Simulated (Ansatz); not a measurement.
## Ba2Tl5V3O12: projected density of states with PBE+U

Crystal: Ba2Tl5V3O12.

```
Ba V Tl O
1.0
     4.23698    2.44622    6.12840
    -4.23698    2.44622    6.12840
     0.00000   -4.89244    6.12840
Ba V Tl O
2 3 5 12
Direct
  0.50000 0.50000 0.50000
  0.00000 0.00000 0.00000
  0.50000 0.50000 0.00000
  0.00000 0.50000 0.50000
  0.50000 0.00000 0.50000
  0.00000 0.00000 0.50000
  0.50000 0.00000 0.00000
  0.00000 0.50000 0.00000
  0.74045 0.74045 0.74045
  0.25955 0.25955 0.25955
  0.71652 0.08089 0.41242
  0.41242 0.71652 0.08089
  0.08089 0.41242 0.71652
  0.58757 0.91911 0.28348
  0.91911 0.28348 0.58757
  0.28348 0.58757 0.91911
  0.28348 0.91911 0.58757
  0.58757 0.28348 0.91911
  0.91911 0.58757 0.28348
  0.41242 0.08089 0.71652
  0.08089 0.71652 0.41242
  0.71652 0.41242 0.08089
```

The cell was built by a generator and needn't be a form met in nature.

```
Program             : Ansatz 0.2.0
Task                : projected density of states
Functional          : PBE
Potentials or basis : Ansatz PAW
Cutoff              : 420 eV (not typed: the program's choice for these potentials)
k mesh              : 4 × 4 × 4
Occupations         : fermi-dirac, width 0.05 eV
Spin                : collinear spin, ferromagnetic start
Starting moments    : [0.0, 0.0, 2.0, 2.0, 2.0, 0.0, 0.0, 0.0, 0.0, 0.0, 0.0, 0.0, 0.0, 0.0, 0.0, 0.0, 0.0, 0.0, 0.0, 0.0, 0.0, 0.0] μB
Hubbard terms       : V d U = 6 eV
Hubbard projectors  : ortho-atomic (the default)
Double counting     : fll (the default)
```

```
Pressure                             : 2.1 GPa
Largest force                        : 0.702 eV/Å
Band gap on the k mesh               : none (metal or under the smearing width)
Net moment                           : 1.63 μB per cell
Absolute moment                      : 4.69 μB per cell
Site moments                         : Ba -0.00; V +0.68; Tl -0.00, -0.01; O -0.09 μB
Density of states at the Fermi level : 4.46 states/eV per cell
```

Forces in eV/Å, atoms in the order of the input:
```
Ba   0.000  0.000  0.000
Ba   0.000  0.000  0.000
V    0.000  0.000  0.000
V    0.000  0.000  0.000
V    0.000  0.000  0.000
Tl   0.000  0.000  0.000
Tl   0.000  0.000  0.000
Tl   0.000  0.000  0.000
Tl   0.000  0.000  0.486
Tl   0.000  0.000 -0.486
O    0.330  0.338  0.519
O   -0.458  0.117  0.519
O    0.127 -0.455  0.519
O    0.127  0.455 -0.519
O    0.330 -0.338 -0.519
O   -0.458 -0.117 -0.519
O   -0.330 -0.338 -0.519
O    0.458 -0.117 -0.519
O   -0.127  0.455 -0.519
O   -0.127 -0.455  0.519
O   -0.330  0.338  0.519
O    0.458  0.117  0.519
```

Stress tensor (GPa, compression positive):
```
1.80 0.00 0.00
0.00 1.80 0.00
0.00 0.00 2.75
```

Levels at points of the mesh, in eV from the Fermi level:
Spin up:
```
              k point  band 97  band 98  band 99  band 100  band 101  band 102
   (0.00, 0.00, 0.00)    -0.81    -0.42    -0.42     -0.25     -0.10      0.71
  (0.00, 0.00, -0.50)    -0.58    -0.51    -0.08      0.21      0.32      1.24
 (0.00, -0.50, -0.50)    -0.62    -0.58     0.19      0.33      0.58      1.13
(-0.50, -0.50, -0.50)    -0.77    -0.58    -0.19      0.74      0.82      0.82
```
Spin down:
```csv
k point,band 95,band 96,band 97,band 98,band 99,band 100
"(0.00, 0.00, 0.00)",-0.97,-0.36,-0.29,-0.29,-0.22,1.54
"(0.00, 0.00, -0.50)",-0.69,-0.62,-0.51,0.17,0.33,0.80
"(0.00, -0.50, -0.50)",-0.72,-0.51,-0.47,0.22,1.05,1.54
"(-0.50, -0.50, -0.50)",-0.93,-0.67,-0.28,0.73,0.73,1.34
```

States per cell in windows of 0.5 eV (zero at the Fermi level; states under -8 eV left out):
```
from (eV)    up  down  O 2p down  O 2p up  V 3d up  V 3d down  Tl 6p up  Tl 6p down
     -8.0  1.25  0.78       0.17     0.23     0.14       0.02      0.10        0.06
     -7.5  0.74  1.22       0.22     0.12     0.07       0.05      0.12        0.19
     -7.0  0.03  0.00       0.00     0.01     0.00       0.00      0.00        0.00
     -6.5  1.48  1.34       0.53     0.56     0.15       0.08      0.12        0.10
     -6.0  1.25  1.27       0.47     0.43     0.12       0.05      0.14        0.13
     -5.5  0.59  0.39       0.15     0.29     0.14       0.02      0.06        0.04
     -5.0  3.07  1.26       0.86     1.64     0.94       0.23      0.21        0.12
     -4.5  3.35  3.73       2.69     2.04     0.84       0.51      0.21        0.30
     -4.0  4.77  5.14       3.85     3.10     1.04       0.67      0.32        0.32
     -3.5  3.04  3.68       2.92     2.22     0.43       0.31      0.22        0.22
     -3.0  4.86  4.28       3.54     3.57     0.66       0.31      0.28        0.16
     -2.5  4.53  4.21       3.52     3.30     0.67       0.21      0.18        0.19
     -2.0  4.11  4.68       4.04     3.45     0.22       0.19      0.16        0.14
     -1.5  4.49  3.89       3.43     3.71     0.25       0.13      0.21        0.08
     -1.0  3.16  3.95       2.83     2.85     0.07       0.21      0.09        0.63
     -0.5  1.21  0.38       0.22     0.71     0.12       0.03      0.12        0.04
      0.0  1.87  1.30       0.61     0.88     0.23       0.12      0.18        0.15
      0.5  0.77  0.79       0.26     0.24     0.16       0.09      0.17        0.20
      1.0  0.90  1.30       0.19     0.18     0.35       0.52      0.25        0.34
      1.5  5.04  0.92       0.12     1.25     3.01       0.36      0.47        0.24
      2.0  4.26  1.41       0.18     1.08     2.57       0.70      0.31        0.33
      2.5  0.88  6.68       1.03     0.21     0.15       4.54      0.45        0.65
      3.0  1.15  3.56       0.59     0.15     0.07       1.95      0.55        0.55
      3.5  1.10  0.85       0.07     0.10     0.10       0.17      0.52        0.36
      4.0  2.12  1.46       0.14     0.28     0.30       0.20      0.78        0.60
      4.5  3.06  3.26       0.28     0.35     0.32       0.44      1.04        1.04
      5.0  3.19  3.31       0.21     0.31     0.29       0.35      0.68        0.78
      5.5  4.61  4.10       0.35     0.60     0.55       0.54      0.59        0.52
      6.0  3.37  4.54       0.56     0.25     0.13       0.76      0.49        0.50
      6.5  2.24  2.39       0.25     0.21     0.07       0.23      0.75        0.72
      7.0  1.20  1.39       0.13     0.09     0.03       0.11      0.39        0.48
      7.5  3.39  3.23       0.13     0.13     0.03       0.07      0.49        0.49
```

Eigenvalues of the final occupation matrices:
```tsv
site	spin	trace	eigenvalues
site 1	1	2.11	0.26 0.27 0.32 0.42 0.84
site 1	2	1.14	0.16 0.17 0.20 0.23 0.37
site 2	1	2.11	0.26 0.27 0.32 0.42 0.84
site 2	2	1.14	0.16 0.17 0.20 0.23 0.37
site 3	1	2.11	0.26 0.27 0.32 0.42 0.84
site 3	2	1.14	0.16 0.17 0.20 0.23 0.37
```

Run time: 120 s on 8 threads of Intel(R) Xeon(R) 6975P-C (Granite Rapids) (shared host), peak memory 5.2 GiB.

Caveat: the magnetic or orbital state may not be the lowest; the pressure holds a Pulay correction of +0.4 GPa for the finite cutoff. Spin-orbit coupling is left out, which matters for the levels of Ba, Tl.
